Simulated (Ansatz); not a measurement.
# CH6NPSi (SMILES C1NP[SiH2]1) at CCSD(T)/def2-SVP

Aim: the vertical singlet–triplet gap of CH6NPSi at CCSD(T)/def2-SVP, from 2 runs. 

The results are computed with Ansatz 0.2.0.

102 further runs of the same task are left out: 102 set aside as unsound or not needed. Runs told in other sessions of the task aren't counted.

### Step 1. Starting point

CH6NPSi: 10 atoms, total charge 0, spin state singlet. As SMILES, `C1NP[SiH2]1`. The shape is that of a PBE0-D4/def2-TZVP optimisation.

Bond lengths: C1–N2 1.466 Å, N2–P3 1.737 Å, C1–Si4 1.900 Å, P3–Si4 2.263 Å, C1–H5 1.094 Å, C1–H6 1.100 Å, N2–H7 1.012 Å, P3–H8 1.446 Å, Si4–H9 1.486 Å, Si4–H10 1.487 Å. Some angles: C1–N2–P3 108.8°, N2–C1–Si4 91.6°, N2–P3–Si4 73.5°, C1–Si4–P3 77.1°, C1–N2–H7 117.6°, P3–N2–H7 119.0°, N2–C1–H5 113.0°, N2–C1–H6 113.4°, Si4–C1–H5 118.7°, Si4–C1–H6 110.6°.

### Step 2. The energy at CCSD(T)/def2-SVP

File run.yaml:

```yaml
crystal:
  periodic: [false, false, false]
  atoms:
    - symbol: C
      position_ang: [-0.518900, 0.753700, -0.280300]
    - symbol: N
      position_ang: [0.388700, 0.867200, 0.865200]
    - symbol: P
      position_ang: [0.973900, -0.716000, 1.275900]
    - symbol: Si
      position_ang: [0.382300, -0.797300, -0.907400]
    - symbol: H
      position_ang: [-0.525900, 1.647300, -0.910700]
    - symbol: H
      position_ang: [-1.554200, 0.512400, 0.003600]
    - symbol: H
      position_ang: [0.126500, 1.500500, 1.609100]
    - symbol: H
      position_ang: [-0.253100, -1.393600, 1.631500]
    - symbol: H
      position_ang: [1.493100, -0.499900, -1.848100]
    - symbol: H
      position_ang: [-0.429200, -1.925500, -1.435800]
basis:
  gaussian: {orbitals: def2-SVP}
correlation: {method: ccsd_t, frozen_orbitals: {C: 1, H: 0, "N": 1, P: 5, Si: 5}}
accuracy: high
scf: {omitted_lower_state_checks: [cluster_reference, increment]}
```

On the command line:

```
$ ansatz run run.yaml --threads 1 --pin off --max-ram 3480MiB --events-out events.jsonl --progress --plain --runs-dir runs
```

Log (excerpt; [...] marks lines left out):

```text
Warning: RAYON_NUM_THREADS=1 ignored (pool sized by the plan → 1); use --threads N
Functional definition: HF
  name "HF"
[...]
2170 factors; integrals over basis functions are off by at most 3.6e-9 eV
[...]
mean field -19733.05021697 eV, -725.1762199318 hartree, gradient 1.9e-8 eV, S^2 0.000000; 0 other end points of the search recorded, 0 dependent functions left out
12 core orbitals not correlated: weight in the atoms' cores, before any rotation towards them, 1.000 or more for the frozen orbitals, at most 0.000 for the correlated occupied ones
reference -19733.05021697 eV, -725.1762199318 hartree; 12, 12 occupied and 70, 70 virtual orbitals, 2170 factors
second order -14.16629797 eV of doubles, -0.00000000 eV of singles
cycle   1  -15.06614855 eV  change   -9.0e-1 eV  update   9.3e-2
[...]
cycle  22  -15.62012828 eV  change  -9.3e-10 eV  update   1.0e-9
perturbative correction -0.50858887 eV, -0.0186902964 hartree
Total energy: -19749.17893412 eV, -725.7689393548 hartree
Checks for a lower state left out: cluster_reference, increment
```

Wall time 25 s (1 thread of Arm Neoverse V2, shared host); peak memory 0.57 GiB.

### Step 3. The triplet, same level

File input.yaml:

```yaml
crystal:
  periodic: [false, false, false]
  atoms:
    - {symbol: C, position_ang: [-0.518900, 0.753700, -0.280300]}
    - {symbol: N, position_ang: [0.388700, 0.867200, 0.865200]}
    - {symbol: P, position_ang: [0.973900, -0.716000, 1.275900]}
    - {symbol: Si, position_ang: [0.382300, -0.797300, -0.907400]}
    - {symbol: H, position_ang: [-0.525900, 1.647300, -0.910700]}
    - {symbol: H, position_ang: [-1.554200, 0.512400, 0.003600]}
    - {symbol: H, position_ang: [0.126500, 1.500500, 1.609100]}
    - {symbol: H, position_ang: [-0.253100, -1.393600, 1.631500]}
    - {symbol: H, position_ang: [1.493100, -0.499900, -1.848100]}
    - {symbol: H, position_ang: [-0.429200, -1.925500, -1.435800]}
basis:
  gaussian: {orbitals: def2-SVP}
magnetization: {spin_polarized: true, initial_magnetization: 2}
correlation: {method: ccsd_t, frozen_orbitals: {C: 1, H: 0, "N": 1, P: 5, Si: 5}}
accuracy: high
scf: {omitted_lower_state_checks: [cluster_reference, increment]}
```

On the command line:

```
$ ansatz run input.yaml --threads 1 --pin off --max-ram 3480MiB --events-out events.jsonl --progress --plain --runs-dir runs
```

Log (excerpt; [...] marks lines left out):

```text
Warning: RAYON_NUM_THREADS=1 ignored (pool sized by the plan → 1); use --threads N
[... 2 set-up lines as earlier in the session ...]
[...]
2170 factors; integrals over basis functions are off by at most 3.6e-9 eV
[...]
mean field -19728.40078861 eV, -725.0053565911 hartree, gradient 2.8e-8 eV, S^2 2.019697; 4 other end points of the search recorded, 0 dependent functions left out
12 core orbitals not correlated: weight in the atoms' cores, before any rotation towards them, 1.000 or more for the frozen orbitals, at most 0.000 for the correlated occupied ones
reference -19728.40078861 eV, -725.0053565911 hartree; 13, 11 occupied and 69, 71 virtual orbitals, 2170 factors
second order -13.92785864 eV of doubles, -0.00000000 eV of singles
cycle   1  -14.75268223 eV  change   -8.2e-1 eV  update   1.1e-1
[...]
cycle  38  -15.41865164 eV  change   -1.2e-9 eV  update   1.1e-9
perturbative correction -0.56201811 eV, -0.0206537845 hartree
Total energy: -19744.38145836 eV, -725.5926353723 hartree
Checks for a lower state left out: cluster_reference, increment
```

Run time: 2.1 min. Hardware: 1 thread of Arm Neoverse V2, shared host; peak memory 1.1 GiB.

### Step 4. Outcome

Level: CCSD(T)/def2-SVP, 12 core orbitals frozen.

| quantity | value |
| --- | --- |
| singlet: total energy | -725.76894 Eh |
| singlet: correlation energy (12 core orbitals frozen) | -592.7 mEh |
| singlet: (T) correction | -18.69 mEh |
| singlet: T1 diagnostic | 0.012 |
| triplet: total energy | -725.59264 Eh |
| triplet: correlation energy (12 core orbitals frozen) | -587.3 mEh |
| triplet: (T) correction | -20.65 mEh |
| triplet: ⟨S²⟩ of the reference determinant | 2.020 |
| triplet: T1 diagnostic | 0.039 |
| vertical energy of the triplet above the singlet | 4.797 eV |

In words: At this shape the triplet lies 4.80 eV (463 kJ/mol) above the singlet. The triples (singlet) make up 3.2 % of the correlation energy. The triples (triplet) make up 3.5 % of the correlation energy.
